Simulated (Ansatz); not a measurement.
# Au: the cost of one run

Computed with Ansatz 0.2.0 (DFT PBEsol, scalar-relativistic, plane waves, PAW, unless a step's input says otherwise).

1 further run of the same task is left out (it didn't finish).

## 1. The structure to begin with

Symmetry: Fm-3m, No. 225, cubic system. Conventional cell: a = 4.100 Å, b = 4.100 Å, c = 4.100 Å, α = 90.00°, β = 90.00°, γ = 90.00°. Au (site symmetry m-3m) has 12 Au at 2.90 Å as nearest neighbours.

Coordinates:

```xyz
1
Lattice="0.0000 2.0500 2.0500 2.0500 0.0000 2.0500 2.0500 2.0500 0.0000" Properties=species:S:1:pos:R:3 pbc="T T T"
Au    0.0000    0.0000    0.0000
```

## 2. Relaxing cell and atoms: Au, no spin

Contents of input.yaml:

```yaml
crystal:
  lattice:
    - [0.0, 2.05, 2.05]
    - [2.05, 0.0, 2.05]
    - [2.05, 2.05, 0.0]
  atoms:
    - { symbol: Au, position: [0.0, 0.0, 0.0] }
scf:
  occupations: { method: gaussian, width: 0.1 }
output:
  forces: true
  stress: true
  eigenvalues: true
  write_density: true
  write_potential: true
  elf: true
  volumetric_format: npy
hamiltonian:
  xc: pbesol
relax:
  f_tol: 0.003
  max_steps: 60
  cell: { stress_tol: 0.02 }
kpoints:
  mp_grid: { grid: [24, 24, 24] }
```

The run is started by

```bash
> ansatz run input.yaml --threads 16 --pin off --max-ram 24576MiB --backend cpu --events-out ev --progress --plain --runs-dir out
```

Q: Estimate wall time and peak memory on 16 threads of Arm Neoverse N1, shared host.

About 4.4 s, with a peak of 0.44 GiB.
